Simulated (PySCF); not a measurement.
**Ga³⁺: one-electron levels with spin-orbit coupling**

Where do the one-electron levels on top of Ga³⁺ lie, and how much do correlation and relaxation move them?

Program: PySCF 2.14.0. Level of theory: two-component X2C-1e, generalised determinants. These are calculated values, not measurements, unless marked.

## Step 1: Starting point

* Element: gallium (Z = 31)
* Basis: x2c-TZVPPall-2c with one added diffuse shell each of s, p, d type (7s8p5d1f, 63 functions)
* Hamiltonian: two-component X2C-1e, Gaussian nucleus, no Breit or QED terms; spin-orbit coupling, run by run: screened by Boettger's factors
* Core shells frozen in the correlated runs: 1s2 (for Ga³⁺)
* State 1: Ga³⁺: [Ar] 3d10
* Methods: GHF, GMP2, GCCSD, EOM-IP-GCCSD, EOM-EA-GCCSD

Outer shells as boxes (Hund's rule):

Ga3+ [Ar] 3d10
```
[Ar] core
3d [↑↓][↑↓][↑↓][↑↓][↑↓]
```

A driver program built on PySCF's X2C-1e integrals ran all steps in one process from the settings above; there is no separate input file.

The driver's launch:

```
$ OMP_NUM_THREADS=4 python sorun2.py TASK.json OUT
```

The integrals over 63 functions and the set-up took 1.3 s of CPU time.

## Step 2: Ga³⁺, method by method

**GHF (screened spin-orbit)**

The program printed:

```text
cycle= 1 E= -1940.2186811825  delta_E= -1.94e+03  |FDS-SDF|= 0.00498
cycle= 2 E= -1940.2188794824  delta_E= -0.000198  |FDS-SDF|= 0.000667
cycle= 3 E= -1940.2188845688  delta_E= -5.09e-06  |FDS-SDF|= 0.000101
cycle= 4 E= -1940.2188847330  delta_E= -1.64e-07  |FDS-SDF|= 1.91e-05
cycle= 5 E= -1940.2188847367  delta_E= -3.71e-09  |FDS-SDF|= 8.68e-06
cycle= 6 E= -1940.2188847374  delta_E= -6.98e-10  |FDS-SDF|= 4.29e-08
```

It took 0.42 s on 4 threads of AMD EPYC 7R43, shared host, the integrals not counted.

Occupied spinors:

```
spinor shell  electrons  mean energy (eV)  weight of the nominal j  rms radius (bohr)
       1s1/2          2          -10475.0                    1.000             0.0560
       2s1/2          2           -1374.3                    1.000              0.236
       2p1/2          2           -1215.3                    1.000              0.209
       2p3/2          4           -1187.1                    1.000              0.212
       3s1/2          2           -212.08                    1.000              0.699
       3p1/2          2           -159.06                    1.000              0.729
       3p3/2          4           -155.15                    1.000              0.739
       3d3/2          4           -65.321                    1.000              0.872
       3d5/2          6           -64.809                    1.000              0.877
```

M_J = 0, ⟨J²⟩ = 0.000, ⟨L²⟩ = 0.002, ⟨S²⟩ = 0.002.

**GMP2 (screened spin-orbit)**

No log was kept for this step.

Time after the integrals: 0.42 s (4 threads of AMD EPYC 7R43, shared host).

With 26 electrons correlated, the MP2 correlation energy is -0.32566 hartree. Largest pairs: 3d3/2-3d5/2 -0.0586, 3d5/2-3d5/2 -0.0409, 3d5/2-3p3/2 -0.0365, 3d3/2-3p3/2 -0.0244, 3d5/2-3p1/2 -0.0183.

**GCCSD (screened spin-orbit)**

The program printed:

```text
Init t2, MP2 energy = -0.325658995956507
CCSD nocc = 26, nmo = 124
Init t2, MP2 energy = -0.325658995956507
Init E_corr(GCCSD) = -0.325658995956507
cycle = 1  E_corr(GCCSD) = -0.285234855240132  dE = 0.0404241407  norm(t1,t2) = 0.0620055
cycle = 2  E_corr(GCCSD) = -0.300363378713575  dE = -0.0151285235  norm(t1,t2) = 0.0192132
cycle = 3  E_corr(GCCSD) = -0.29740248106404  dE = 0.00296089765  norm(t1,t2) = 0.0078482
cycle = 4  E_corr(GCCSD) = -0.297397442784783  dE = 5.03827926e-06  norm(t1,t2) = 0.000567749
cycle = 5  E_corr(GCCSD) = -0.297424709281564  dE = -2.72664968e-05  norm(t1,t2) = 9.59268e-05
cycle = 6  E_corr(GCCSD) = -0.297425590875507  dE = -8.81593943e-07  norm(t1,t2) = 9.44782e-06
cycle = 7  E_corr(GCCSD) = -0.297424690705306  dE = 9.00170201e-07  norm(t1,t2) = 2.31281e-06
cycle = 8  E_corr(GCCSD) = -0.297424608422427  dE = 8.2282879e-08  norm(t1,t2) = 3.16317e-07
cycle = 9  E_corr(GCCSD) = -0.297424618625679  dE = -1.0203252e-08  norm(t1,t2) = 4.48283e-08
cycle = 10  E_corr(GCCSD) = -0.297424617763586  dE = 8.6209373e-10  norm(t1,t2) = 8.97411e-09
GCCSD converged
E(GCCSD) = -1940.516309355154  E_corr = -0.2974246177635855
```

Time after the integrals: 3.5 min (4 threads of AMD EPYC 7R43, shared host).

In 98 natural virtual spinors the CCSD correlation is -0.29742 hartree; MP2 gives -0.32566 in this space and -0.32566 in the full one, and the difference is added. T1 = 0.006.

**EOM-IP-GCCSD (screened spin-orbit)**

The driver printed no log here.

It took 37 s on 4 threads of AMD EPYC 7R43, shared host, the integrals not counted.

This run did not converge, so its energy enters no difference.

**EOM-EA-GCCSD (screened spin-orbit)**

No log was kept for this step.

It took 78 s on 4 threads of AMD EPYC 7R43, shared host, the integrals not counted.

One electron is added; binding energies in eV, the cut virtual space restored at second order:

```
level  Koopmans  second order  EOM-CCSD  weight of the one-particle guess
4s1/2    29.524        29.932    30.044                              0.99
4p1/2    21.768        22.041    22.139                              0.99
4p3/2    21.567        21.832    21.930                              0.93
5s1/2    12.912        13.021    13.046                              1.00
4d3/2    12.629        12.665    12.715                              0.99
4d5/2    12.613        12.648    12.702                              0.97
5p1/2    10.335        10.429    10.462                              1.00
5p3/2    10.253        10.345    10.380                              0.93
```

The highest levels are limited by the diffuse functions of the basis.

The second-order patch within the EOM-CCSD column is 4s1/2 -0.000, 4p1/2 -0.000, 4p3/2 -0.000, 5s1/2 -0.000, 4d3/2 -0.000, 4d5/2 -0.000, 5p1/2 -0.000, 5p3/2 -0.000 eV.

Tabulated ionisation energy for comparison: 30.726 eV (measured; NIST Atomic Spectra Database, ionization energies).

## Step 3: Outcome

```
                         quantity                                                                    value
EOM-EA-GCCSD on Ga³⁺, level 4s1/2  Koopmans 29.524, EOM-CCSD 30.044 eV; tabulated ionisation energy 30.726
```

In words: For 4s1/2 on Ga³⁺ the EOM-CCSD value differs from the tabulated one (measured) by -0.68 eV. All values hold for this basis alone; no basis-set limit was taken.
